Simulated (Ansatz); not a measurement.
# Sn3Se (Pm-3m) in Ansatz: notebook

Runs on Sn3Se. Level: LDA. Tasks: single point, equation of state.

Program: Ansatz 0.2.0. These are calculated values, not measurements. Logs are shortened: lines on timing, memory, paths and dates and some standing lists are left out, and cuts for length are marked.

### Step 1. The structure

Symmetry: Pm-3m, No. 221, cubic system. Conventional cell: a = 4.742 Å, b = 4.742 Å, c = 4.742 Å, α = 90.00°, β = 90.00°, γ = 90.00°. Around Sn (site symmetry 4/mmm) lie 8 Sn at 3.35 Å and 4 Se at 3.35 Å. Se (site symmetry m-3m) has 12 Sn at 3.35 Å as nearest neighbours.

The cell comes from a database or a generator and needn't be the stable form of this composition.

### Step 2. Single point, LDA, 25.06 Å³/atom (volume scaled by 0.94)

input.yaml reads:

```yaml
crystal:
  lattice:
    - [4.6450787976, 0.0, 0.0]
    - [0.0, 4.6450787976, 0.0]
    - [0.0, 0.0, 4.6450787976]
  atoms:
    - { symbol: Sn, position: [0.5, 0.5, 0.0] }
    - { symbol: Sn, position: [0.5, 0.0, 0.5] }
    - { symbol: Sn, position: [0.0, 0.5, 0.5] }
    - { symbol: Se, position: [0.0, 0.0, 0.0] }
kpoints:
  mp_grid: { grid: [6, 6, 6] }
scf:
  occupations: { method: fermi_dirac, width: 0.05 }
hamiltonian:
  xc: lda
  pseudopotentials: { kind: all_electron, lapw: { basis_error: 0.002 } }
output:
  forces: true
  stress: true
  eigenvalues: true
```

Potentials or basis: all-electron LAPW, scalar-relativistic.

Launch:

```sh
$ ansatz run input.yaml --threads 2 --pin off --max-ram 8192MiB --backend cpu --events-out ev --progress --plain --runs-dir out
```

The log of the run:

```text
Warning: RAYON_NUM_THREADS=2 ignored (pool sized by the plan → 2); use --threads N
LAPW: plane waves up to 6.417 Å⁻¹, error target 2.0e-3 eV per atom; small_component_spin mean_spin; Se in spheres of 1.642 Å, 24 of its electrons in bands, Dirac shells []; Sn in spheres of 1.642 Å, 22 of its electrons in bands, Dirac shells [] (how accurate: hamiltonian.pseudopotentials.lapw.basis_error, Limitations)
Engine: ansatz 0.2.0, aarch64-unknown-linux-gnu
Pseudopotentials: kind: all_electron
Pseudopotential: Sn, LAPW, valence charge 22, lapw/all_electron/scalar/gaussian/Sn, Koelling and Harmon's equation, gaussian nucleus
Pseudopotential: Se, LAPW, valence charge 24, lapw/all_electron/scalar/gaussian/Se, Koelling and Harmon's equation, gaussian nucleus
Functional definition: SPW92
  exchange = slater_x
  correlation = pw_c
Crystal: 4 atoms, lattice volume = 100.226 Å³
Basis set: ecut = 156.9001060218641 eV, 461 PW (Γ), exchange–correlation at level 2
Bands: 54, of which v1, the nominal top of the filled ones, is band 45 counted from 1 (44 counted from 0)
Symmetry: 48 space group operations
Space group: Pm-3m (ITA 221), of the structure as read, at distance tolerance 4.6e-5 Å
k-points: 20 of 216
Non-local potential: Sn, projectors of the file, none
Non-local potential: Se, projectors of the file, none
Initial density: superposition of atomic densities (chi_scale 0.1, normalization cell, long waves kept (reshape's long-wave potential 0.02 eV rms))
Initial wavefunctions: plane waves of lowest kinetic energy (no species holds an atomic orbital)
Functional: x = slater, c = lda
iter 1 solved again at ethr=2.79e-4 eV; its pass at ethr=1.00e-1 eV (dr2=2.51e-1 eV) is discarded
SCF iter   1: F=—  HF=-569874.767842 eV  |F-HF|=—  |Δ(HF+E_count)|=         —  Δρ=1.14e-2  dr2=2.51e-1  ethr=2.79e-4  ⟨swp⟩=3.0  Hψ=6859  notcnv=0
preconditioner: auto → Kerker (q_TF=auto, 2.680 Å⁻¹)  [metal: Δε(μ)=0.052 eV  Ē_g=19.171 eV  σ=0.050 eV  W_gap=0.25  n_scr=26 (ndim 8)  ℏωp=25.7 eV  f_vac=0.000  D(μ)=2.21/eV (n_scr^D=18)]
SCF iter   2: F=—  HF=-569874.642041 eV  |F-HF|=—  |Δ(HF+E_count)|=   1.26e-1  Δρ=5.64e-3  dr2=6.10e-2  ethr=2.79e-4  ⟨swp⟩=2.0  Hψ=3405  notcnv=0
SCF iter   3: F=—  HF=-569874.629468 eV  |F-HF|=—  |Δ(HF+E_count)|=   1.26e-2  Δρ=4.33e-3  dr2=3.90e-2  ethr=6.78e-5  ⟨swp⟩=2.0  Hψ=3258  notcnv=0
SCF iter   4: F=—  HF=-569874.621130 eV  |F-HF|=—  |Δ(HF+E_count)|=   8.34e-3  Δρ=1.58e-3  dr2=5.57e-3  ethr=4.33e-5  ⟨swp⟩=2.0  Hψ=3274  notcnv=0
SCF iter   5: F=—  HF=-569874.620942 eV  |F-HF|=—  |Δ(HF+E_count)|=   1.88e-4  Δρ=6.88e-4  dr2=1.16e-3  ethr=6.18e-6  ⟨swp⟩=2.0  Hψ=3254  notcnv=0
SCF iter   6: F=—  HF=-569874.620369 eV  |F-HF|=—  |Δ(HF+E_count)|=   5.73e-4  Δρ=3.05e-4  dr2=1.92e-4  ethr=1.29e-6  ⟨swp⟩=2.0  Hψ=3252  notcnv=0
SCF iter   7: F=—  HF=-569874.620353 eV  |F-HF|=—  |Δ(HF+E_count)|=   1.60e-5  Δρ=1.57e-4  dr2=6.25e-5  ethr=2.13e-7  ⟨swp⟩=2.0  Hψ=3252  notcnv=0
SCF iter   8: F=—  HF=-569874.620346 eV  |F-HF|=—  |Δ(HF+E_count)|=   6.43e-6  Δρ=4.48e-5  dr2=7.85e-6  ethr=6.95e-8  ⟨swp⟩=2.0  Hψ=3252  notcnv=0
iter 9 solved again at ethr=7.11e-10 eV; its pass at ethr=8.72e-9 eV (dr2=6.40e-7 eV) is discarded
SCF iter   9: F=—  HF=-569874.620344 eV  |F-HF|=—  |Δ(HF+E_count)|=   1.86e-6  Δρ=1.88e-5  dr2=6.39e-7  ethr=7.11e-10  ⟨swp⟩=2.0  Hψ=5466  notcnv=0
SCF iter  10: F=-569874.620344 eV  HF=-569874.620344 eV  |F-HF|=9.10e-8  |Δ(HF+E_count)|=   7.92e-8  Δρ=5.37e-6  dr2=8.11e-8  ethr=7.10e-10  ⟨swp⟩=2.8  Hψ=3274  notcnv=0
SCF 1 converged in 10 iterations: F = -569874.620344 eV  dr2 = 8.11e-8
SCF converged after 10 iterations
Free energy (F): -569874.620344 eV
Harris-Foulkes:  -569874.620344 eV  (|F-HF|=9.10e-8)
Internal energy: -569874.599824 eV  (E = F + TS)
E sigma→0 (E₀):  -569874.610084 eV
Entropy (-TS):   -0.020521 eV (-5.130 meV/atom)
Fermi energy:    13.541531 eV
--- Per-component energies (eV) ---
  E_band       = -3612.699792
  E_kinetic    = 597333.839602
  E_xc         = -15361.833578
  E_electrostatic = -1151846.605847  (all electrons and nuclei)
  E_smearing   = -0.020521  (= −TS)
  E_closure    = 0.000000  (closes the sum)
  E_atoms      = -569857.141200  (free atoms, spherical and without spin; not in F)
  Σ components = -569874.620344   (vs F -569874.620344, Δ=0.00e0)
  Basis errors (estimates in eV, not in F): energy 3.7e-4 per atom: plane waves 3.2e-4 (1.6e-4 summed), levels above the bands 2.8e-53, relativity 2.0e-9, radial functions 4.9e-5, core shells 7.6e-10; eigenvalues (radial functions only) 7.7e-6; not estimated: angular momenta, meshes, grids; target (lapw.basis_error) 2.0e-3; muffin-tin radii Se 1.642 Å, Sn 1.642 Å
--- Forces (eV/Å), atoms counted from 1 ---
  atom   1  Sn    -0.00000000     0.00000000    -0.00000000
  atom   2  Sn    -0.00000000    -0.00000000     0.00000000
  atom   3  Sn     0.00000000     0.00000000    -0.00000000
  atom   4  Se    -0.00000000     0.00000000     0.00000000
  max |Σ_I F_I| component: 3.94e-31 eV/Å
--- Stress (GPa, compression-positive) ---
       -0.970350      -0.000000      -0.000000
       -0.000000      -0.970350       0.000000
       -0.000000       0.000000      -0.970350
  P = ⅓ Tr σ = -0.9703 GPa (-9.703 kbar)
--- Band table (eV; the first three rows and the last of 20) ---
  k-point 0: bands = ["-193.8879", "-133.9242", "-133.9242", "-133.9242", "-115.6349", "-115.6346", "-115.6346", "-71.5736", "-71.5736", "-71.5736", "-71.5732", "-71.5732", "-71.5732", "-71.5126", "-71.5126", "-71.5126", "-34.6744", "-34.6744", "-34.6744", "-34.6742", "-34.6742", "-8.1299", "-8.1299", "-8.1299", "-8.0806", "-8.0806", "-8.0791", "-7.9959", "-7.9959", "-7.9959", "-7.9148", "-7.8915", "-7.8915", "-7.8327", "-7.8327", "-7.8327", "-0.3266", "4.2735", "8.6478", "8.6478", "8.9778", "8.9778", "8.9778", "13.5187", "13.5187", "13.5187", "15.8984", "15.8984", "15.8984", "17.9463", "19.1925", "19.1925", "19.3765", "19.3765"]
  k-point 1: bands = ["-193.8879", "-133.9242", "-133.9242", "-133.9242", "-115.6348", "-115.6346", "-115.6346", "-71.5736", "-71.5736", "-71.5736", "-71.5733", "-71.5733", "-71.5732", "-71.5126", "-71.5126", "-71.5126", "-34.6744", "-34.6744", "-34.6744", "-34.6742", "-34.6741", "-8.1267", "-8.1125", "-8.1125", "-8.0794", "-8.0704", "-8.0670", "-7.9990", "-7.9961", "-7.9961", "-7.9239", "-7.9013", "-7.8912", "-7.8528", "-7.8528", "-7.8327", "-0.2365", "4.1611", "7.3143", "8.7433", "9.1668", "9.1668", "10.6926", "13.1742", "13.2270", "13.2270", "14.9758", "15.5302", "15.5302", "18.6389", "19.2335", "19.5255", "19.5799", "19.5799"]
  k-point 2: bands = ["-193.8879", "-133.9242", "-133.9242", "-133.9242", "-115.6348", "-115.6346", "-115.6346", "-71.5736", "-71.5735", "-71.5735", "-71.5733", "-71.5733", "-71.5732", "-71.5126", "-71.5126", "-71.5126", "-34.6744", "-34.6744", "-34.6744", "-34.6741", "-34.6741", "-8.1199", "-8.0769", "-8.0665", "-8.0665", "-8.0446", "-8.0365", "-8.0059", "-7.9949", "-7.9949", "-7.9474", "-7.9272", "-7.9057", "-7.9057", "-7.8906", "-7.8327", "-0.0310", "3.8401", "6.5127", "8.9640", "9.6828", "9.6828", "11.7067", "12.3098", "12.3098", "13.7217", "13.7899", "15.5770", "15.5770", "17.7978", "18.3902", "18.3902", "19.7953", "19.9607"]
  k-point 19: bands = ["-193.8879", "-133.9242", "-133.9242", "-133.9242", "-115.6347", "-115.6347", "-115.6347", "-71.5747", "-71.5747", "-71.5747", "-71.5721", "-71.5721", "-71.5721", "-71.5152", "-71.5113", "-71.5113", "-34.6744", "-34.6744", "-34.6744", "-34.6741", "-34.6741", "-8.0980", "-8.0792", "-8.0792", "-8.0792", "-8.0504", "-8.0504", "-8.0504", "-7.9761", "-7.9761", "-7.9154", "-7.9154", "-7.9154", "-7.8760", "-7.8760", "-7.8760", "0.5572", "6.5430", "6.5430", "6.5430", "7.9871", "7.9871", "7.9871", "8.5780", "15.6986", "15.6986", "15.6986", "19.7382", "19.7382", "19.9754", "19.9754", "19.9754", "20.8720", "23.5450"]
```

Wall time 7.8 s (2 threads of Arm Neoverse V2, shared host); peak memory 0.36 GiB.

Results:

```yaml
Free_energy: -569874.6203 eV
Pressure: -1.0 GPa
Band_gap_on_the_k_mesh: none (metal or under the smearing width)
```

### Step 3. Single point, LDA, 25.59 Å³/atom (volume scaled by 0.96)

input.yaml: that of step 2 with these lines changed.

```diff
@@ -2,5 +2,5 @@
   lattice:
-    - [4.6450787976, 0.0, 0.0]
-    - [0.0, 4.6450787976, 0.0]
-    - [0.0, 0.0, 4.6450787976]
+    - [4.6777916979, 0.0, 0.0]
+    - [0.0, 4.6777916979, 0.0]
+    - [0.0, 0.0, 4.6777916979]
   atoms:
```

Potentials or basis: all-electron LAPW, scalar-relativistic.

Launch:

```sh
$ ansatz run input.yaml --threads 2 --pin off --max-ram 8192MiB --backend cpu --events-out ev --progress --plain --runs-dir out
```

Run time: 7.7 s. Hardware: 2 threads of Arm Neoverse V2, shared host; peak memory 0.36 GiB.

Results (log left out):

```
Free energy            : -569874.6000 eV
Pressure               : -2.1 GPa
Band gap on the k mesh : none (metal or under the smearing width)
```

### Step 4. Single point, LDA, 26.12 Å³/atom (volume scaled by 0.98)

input.yaml: that of step 3 with these lines changed.

```diff
@@ -2,5 +2,5 @@
   lattice:
-    - [4.6777916979, 0.0, 0.0]
-    - [0.0, 4.6777916979, 0.0]
-    - [0.0, 0.0, 4.6777916979]
+    - [4.7100533498, 0.0, 0.0]
+    - [0.0, 4.7100533498, 0.0]
+    - [0.0, 0.0, 4.7100533498]
   atoms:
```

Launch:

```sh
$ ansatz run input.yaml --threads 2 --pin off --max-ram 8192MiB --backend cpu --events-out ev --progress --plain --runs-dir out
```

Wall time 7.2 s (2 threads of Arm Neoverse V2, shared host); peak memory 0.36 GiB.

Results (log left out):

* Free energy: -569874.5658 eV
* Pressure: -3.0 GPa
* Band gap on the k mesh: none (metal or under the smearing width)

### Step 5. Single point, LDA, 26.66 Å³/atom

input.yaml: that of step 4 with these lines changed.

```diff
@@ -2,5 +2,5 @@
   lattice:
-    - [4.7100533498, 0.0, 0.0]
-    - [0.0, 4.7100533498, 0.0]
-    - [0.0, 0.0, 4.7100533498]
+    - [4.741879, 0.0, 0.0]
+    - [0.0, 4.741879, 0.0]
+    - [0.0, 0.0, 4.741879]
   atoms:
```

Launch:

```sh
$ ansatz run input.yaml --threads 2 --pin off --max-ram 8192MiB --backend cpu --events-out ev --progress --plain --runs-dir out
```

It took 7.2 s on 2 threads of Arm Neoverse V2, shared host; peak memory 0.36 GiB.

The run converged. Its results:

| Property | Result |
| --- | --- |
| Free energy | -569874.5194 eV |
| Pressure | -3.9 GPa |
| Band gap on the k mesh | none (metal or under the smearing width) |

### Step 6. Single point, LDA, 27.19 Å³/atom (volume scaled by 1.02)

input.yaml: that of step 5 with these lines changed.

```diff
@@ -2,5 +2,5 @@
   lattice:
-    - [4.741879, 0.0, 0.0]
-    - [0.0, 4.741879, 0.0]
-    - [0.0, 0.0, 4.741879]
+    - [4.7732830874, 0.0, 0.0]
+    - [0.0, 4.7732830874, 0.0]
+    - [0.0, 0.0, 4.7732830874]
   atoms:
```

Potentials or basis: all-electron LAPW, scalar-relativistic.

Launch:

```sh
$ ansatz run input.yaml --threads 2 --pin off --max-ram 8192MiB --backend cpu --events-out ev --progress --plain --runs-dir out
```

Run time: 8.2 s. Hardware: 2 threads of Arm Neoverse V2, shared host; peak memory 0.36 GiB.

Results (log left out):

| Property | Result |
| --- | --- |
| Free energy | -569874.4621 eV |
| Pressure | -4.7 GPa |
| Band gap on the k mesh | none (metal or under the smearing width) |

### Step 7. Single point, LDA, 27.72 Å³/atom (volume scaled by 1.04)

input.yaml: that of step 6 with these lines changed.

```diff
@@ -2,5 +2,5 @@
   lattice:
-    - [4.7732830874, 0.0, 0.0]
-    - [0.0, 4.7732830874, 0.0]
-    - [0.0, 0.0, 4.7732830874]
+    - [4.8042793006, 0.0, 0.0]
+    - [0.0, 4.8042793006, 0.0]
+    - [0.0, 0.0, 4.8042793006]
   atoms:
```

Launch:

```sh
$ ansatz run input.yaml --threads 2 --pin off --max-ram 8192MiB --backend cpu --events-out ev --progress --plain --runs-dir out
```

Run time: 8.1 s. Hardware: 2 threads of Arm Neoverse V2, shared host; peak memory 0.36 GiB.

Results (log left out):

- Free energy: -569874.3950 eV
- Pressure: -5.4 GPa
- Band gap on the k mesh: none (metal or under the smearing width)

### Step 8. Single point, LDA, 28.26 Å³/atom (volume scaled by 1.06)

input.yaml: that of step 7 with these lines changed.

```diff
@@ -2,5 +2,5 @@
   lattice:
-    - [4.8042793006, 0.0, 0.0]
-    - [0.0, 4.8042793006, 0.0]
-    - [0.0, 0.0, 4.8042793006]
+    - [4.8348806308, 0.0, 0.0]
+    - [0.0, 4.8348806308, 0.0]
+    - [0.0, 0.0, 4.8348806308]
   atoms:
```

Launch:

```sh
$ ansatz run input.yaml --threads 2 --pin off --max-ram 8192MiB --backend cpu --events-out ev --progress --plain --runs-dir out
```

It took 8.1 s on 2 threads of Arm Neoverse V2, shared host; peak memory 0.36 GiB.

The run converged. Its results:

| Property | Result |
| --- | --- |
| Free energy | -569874.3194 eV |
| Pressure | -6.0 GPa |
| Band gap on the k mesh | none (metal or under the smearing width) |

### Step 9. Equation of state, LDA

Potentials or basis: all-electron LAPW, scalar-relativistic.

This step only gathers the single runs of the series.

Results:

```
Equilibrium volume : 24.63 Å³/atom (rough: see the caveat)
Bulk modulus       : 59 GPa (rough)
```

Energy against volume, from the lowest point:
```
volume (Å³/atom)  energy (meV/atom)
          25.056               0.00
          25.590               5.09
          26.123              13.62
          26.656              25.23
          27.189              39.56
          27.722              56.33
          28.255              75.23
```

Caveat: the minimum lies outside the volumes run.
